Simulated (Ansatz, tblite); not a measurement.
**C₂₀H₆₀Si₉: one state, many levels**

The task here is to estimate one member of a computed series from the others.

Program: Ansatz 0.2.0, Gaussian basis. Level of theory: as each input shows. These are calculated values, not measurements.

Plan: GFN1-xTB, GFN2-xTB, PBE-D4/def2-TZVP, r2SCAN-D4/def2-TZVP, PBE-D4/def2-SVP, PBE0-D4/def2-SVP.

1 further run of the same task is left out (set aside as unsound or not needed). Runs told in other sessions of the task aren't counted.

### The relaxed structure

The singlet was relaxed beforehand with PBE-D4/def2-SVP.

SMILES `C[Si](C)(C)[Si](C)(C)[Si](C)(C)[Si](C)(C)[Si](C)(C)[Si](C)(C)[Si](C)(C)[Si](C)(C)[Si](C)(C)C`, 89 atoms, charge 0, spin multiplicity 1.

Bond lengths: C1–Si2 1.901 Å, C1–H30 1.108 Å, C1–H31 1.110 Å, C1–H32 1.109 Å, Si2–C3 1.905 Å, Si2–C4 1.902 Å, Si2–Si5 2.360 Å, C3–H33 1.111 Å, C3–H34 1.110 Å, C3–H35 1.109 Å, C4–H36 1.109 Å, C4–H37 1.110 Å, C4–H38 1.109 Å, Si5–C6 1.915 Å, Si5–C7 1.910 Å, Si5–Si8 2.361 Å, C6–H39 1.110 Å, C6–H40 1.109 Å and more. Angles: Si2–C1–H30 111.0°, Si2–C1–H31 110.7°, Si2–C1–H32 111.3°, H30–C1–H31 107.8°, H30–C1–H32 108.1°, H31–C1–H32 107.8°, C1–Si2–C3 108.6°, C1–Si2–C4 109.2°, C1–Si2–Si5 111.6°, C3–Si2–C4 108.7°, C3–Si2–Si5 107.6°, C4–Si2–Si5 110.9°, Si2–C3–H33 110.9°, Si2–C3–H34 111.2°, Si2–C3–H35 111.2°, H33–C3–H34 107.8°, H33–C3–H35 107.8°, H34–C3–H35 107.7° and more.

PBE0-D4/def2-TZVP was run before; its log isn't repeated, and its numbers join the tables.

Set-up of the first run:

Tight binding, by tblite at 300 K electronic temperature and without a spin-polarisation term:

```python
tblite.interface.Calculator('GFN1-xTB', numbers, positions, charge=0, uhf=0).singlepoint()
```

Tight binding, by tblite at 300 K electronic temperature and without a spin-polarisation term:

```python
tblite.interface.Calculator('GFN2-xTB', numbers, positions, charge=0, uhf=0).singlepoint()
```

start.molden holds the orbitals of an earlier run on this state, given as this run's starting guess.

in.yaml reads:

```yaml
crystal:
  periodic: [false, false, false]
  atoms:
    - {symbol: C, position_ang: [-4.018262, 1.330918, -2.771964]}
    - {symbol: Si, position_ang: [-4.886093, 1.869896, -1.169153]}
    - {symbol: C, position_ang: [-6.492986, 2.785046, -1.624892]}
    - {symbol: C, position_ang: [-3.753616, 3.062828, -0.213748]}
    - {symbol: Si, position_ang: [-5.473285, 0.014553, 0.165341]}
    - {symbol: C, position_ang: [-6.657405, 0.650996, 1.529630]}
    - {symbol: C, position_ang: [-6.427980, -1.253428, -0.897656]}
    - {symbol: Si, position_ang: [-3.674457, -1.031474, 1.280020]}
    - {symbol: C, position_ang: [-2.846199, 0.239379, 2.437721]}
    - {symbol: C, position_ang: [-4.439914, -2.400542, 2.379410]}
    - {symbol: Si, position_ang: [-2.121041, -2.088919, -0.161269]}
    - {symbol: C, position_ang: [-2.932064, -2.435625, -1.858679]}
    - {symbol: C, position_ang: [-1.686648, -3.792270, 0.595335]}
    - {symbol: Si, position_ang: [-0.074891, -0.962143, -0.545550]}
    - {symbol: C, position_ang: [0.870067, -2.106702, -1.754988]}
    - {symbol: C, position_ang: [-0.328970, 0.729846, -1.394035]}
    - {symbol: Si, position_ang: [1.227990, -0.624216, 1.399325]}
    - {symbol: C, position_ang: [0.865334, 1.080513, 2.179899]}
    - {symbol: C, position_ang: [0.883777, -1.972856, 2.710487]}
    - {symbol: Si, position_ang: [3.537718, -0.679167, 0.892615]}
    - {symbol: C, position_ang: [4.055906, -2.407537, 0.266385]}
    - {symbol: C, position_ang: [4.463130, -0.354061, 2.537529]}
    - {symbol: Si, position_ang: [4.187740, 0.971903, -0.668352]}
    - {symbol: C, position_ang: [3.361379, 2.652050, -0.283657]}
    - {symbol: C, position_ang: [3.735108, 0.461099, -2.453332]}
    - {symbol: Si, position_ang: [6.529150, 1.265233, -0.548578]}
    - {symbol: C, position_ang: [7.424099, -0.413470, -0.567714]}
    - {symbol: C, position_ang: [7.105199, 2.284784, -2.049973]}
    - {symbol: C, position_ang: [6.993414, 2.208532, 1.036385]}
    - {symbol: H, position_ang: [-3.049964, 0.838331, -2.553364]}
    - {symbol: H, position_ang: [-3.813869, 2.208392, -3.421093]}
    - {symbol: H, position_ang: [-4.643691, 0.619397, -3.349077]}
    - {symbol: H, position_ang: [-6.279265, 3.667182, -2.264919]}
    - {symbol: H, position_ang: [-7.187481, 2.122288, -2.181448]}
    - {symbol: H, position_ang: [-7.021804, 3.143439, -0.717836]}
    - {symbol: H, position_ang: [-2.770411, 2.596077, 0.000467]}
    - {symbol: H, position_ang: [-3.569085, 3.986460, -0.801921]}
    - {symbol: H, position_ang: [-4.204463, 3.360858, 0.755037]}
    - {symbol: H, position_ang: [-7.557323, 1.123306, 1.082969]}
    - {symbol: H, position_ang: [-6.160907, 1.406166, 2.173083]}
    - {symbol: H, position_ang: [-6.997522, -0.180991, 2.180944]}
    - {symbol: H, position_ang: [-5.813471, -1.616764, -1.744912]}
    - {symbol: H, position_ang: [-6.728419, -2.132799, -0.290598]}
    - {symbol: H, position_ang: [-7.350675, -0.797228, -1.313415]}
    - {symbol: H, position_ang: [-2.378497, 1.064408, 1.864842]}
    - {symbol: H, position_ang: [-2.060024, -0.239946, 3.057028]}
    - {symbol: H, position_ang: [-3.597012, 0.683530, 3.124526]}
    - {symbol: H, position_ang: [-3.655842, -2.921644, 2.967385]}
    - {symbol: H, position_ang: [-4.966062, -3.161641, 1.767517]}
    - {symbol: H, position_ang: [-5.173124, -1.969083, 3.092427]}
    - {symbol: H, position_ang: [-2.224597, -2.970825, -2.525945]}
    - {symbol: H, position_ang: [-3.832677, -3.073265, -1.737542]}
    - {symbol: H, position_ang: [-3.241167, -1.498788, -2.364070]}
    - {symbol: H, position_ang: [-1.243751, -3.693422, 1.605835]}
    - {symbol: H, position_ang: [-2.597191, -4.420945, 0.681557]}
    - {symbol: H, position_ang: [-0.959179, -4.333274, -0.045599]}
    - {symbol: H, position_ang: [1.067430, -3.096668, -1.295589]}
    - {symbol: H, position_ang: [1.844137, -1.665292, -2.046437]}
    - {symbol: H, position_ang: [0.279190, -2.271597, -2.680077]}
    - {symbol: H, position_ang: [0.644149, 1.236029, -1.562061]}
    - {symbol: H, position_ang: [-0.957785, 1.402124, -0.776295]}
    - {symbol: H, position_ang: [-0.821538, 0.609859, -2.380976]}
    - {symbol: H, position_ang: [1.028727, 1.899362, 1.451309]}
    - {symbol: H, position_ang: [-0.178650, 1.146155, 2.544918]}
    - {symbol: H, position_ang: [1.540472, 1.256505, 3.043552]}
    - {symbol: H, position_ang: [1.520716, -1.819527, 3.606329]}
    - {symbol: H, position_ang: [1.092423, -2.985934, 2.311114]}
    - {symbol: H, position_ang: [-0.176909, -1.946126, 3.037506]}
    - {symbol: H, position_ang: [3.781083, -3.188177, 1.006248]}
    - {symbol: H, position_ang: [5.153504, -2.455803, 0.111265]}
    - {symbol: H, position_ang: [3.562871, -2.660042, -0.692796]}
    - {symbol: H, position_ang: [4.139075, -1.072665, 3.318846]}
    - {symbol: H, position_ang: [5.559264, -0.468844, 2.405518]}
    - {symbol: H, position_ang: [4.270282, 0.670806, 2.915102]}
    - {symbol: H, position_ang: [3.765191, 3.448019, -0.943800]}
    - {symbol: H, position_ang: [2.263866, 2.606327, -0.441071]}
    - {symbol: H, position_ang: [3.542157, 2.957017, 0.767123]}
    - {symbol: H, position_ang: [2.636980, 0.404377, -2.596610]}
    - {symbol: H, position_ang: [4.132868, 1.200983, -3.178705]}
    - {symbol: H, position_ang: [4.164374, -0.529263, -2.708827]}
    - {symbol: H, position_ang: [7.141311, -1.010857, -1.458844]}
    - {symbol: H, position_ang: [7.173164, -1.010679, 0.333042]}
    - {symbol: H, position_ang: [8.525898, -0.275280, -0.586773]}
    - {symbol: H, position_ang: [8.200971, 2.462956, -2.012750]}
    - {symbol: H, position_ang: [6.601837, 3.273331, -2.078349]}
    - {symbol: H, position_ang: [6.877919, 1.761726, -3.001592]}
    - {symbol: H, position_ang: [8.090051, 2.376166, 1.089258]}
    - {symbol: H, position_ang: [6.689144, 1.650233, 1.944528]}
    - {symbol: H, position_ang: [6.497069, 3.200417, 1.067493]}
basis:
  gaussian: {orbitals: def2-TZVP, fitting: {mean_field: def2-universal-jkfit}, initial_orbitals: start.molden}
hamiltonian: {xc: pbe, dispersion: d4}
scf: {omitted_lower_state_checks: [starts]}
output: {orbitals: {seedname: orbitals}}
```

Started as:

```sh
ansatz run in.yaml --threads 4 --pin off --events-out ev --progress --plain --max-ram 46080MiB --backend cuda --devices 0, --max-vram 37GiB
```

Steps of the session up to this table: PBE-D4/def2-TZVP; r2SCAN-D4/def2-TZVP; PBE-D4/def2-SVP; PBE0-D4/def2-SVP.

One table of the session follows, with a row left open; its other results are not shown here.

It belongs to the step «Binding energy». 

```
              level  binding an atom (eV)
    PBE-D4/def2-SVP                 4.002
   PBE-D4/def2-TZVP                     ?
r2SCAN-D4/def2-TZVP                 3.949
   PBE0-D4/def2-SVP                 3.977
  PBE0-D4/def2-TZVP                 3.956
```

Q: Estimate the row for PBE-D4/def2-TZVP from the others.

**Answer.** binding an atom (eV): 3.986. In the column «binding an atom (eV)» it lies between PBE0-D4/def2-SVP (3.977) and PBE-D4/def2-SVP (4.002).

Limits of these values: Free atoms were run apart at each level; binding is atoms less cluster, divided by the number of atoms, without zero-point or spin-orbit terms.
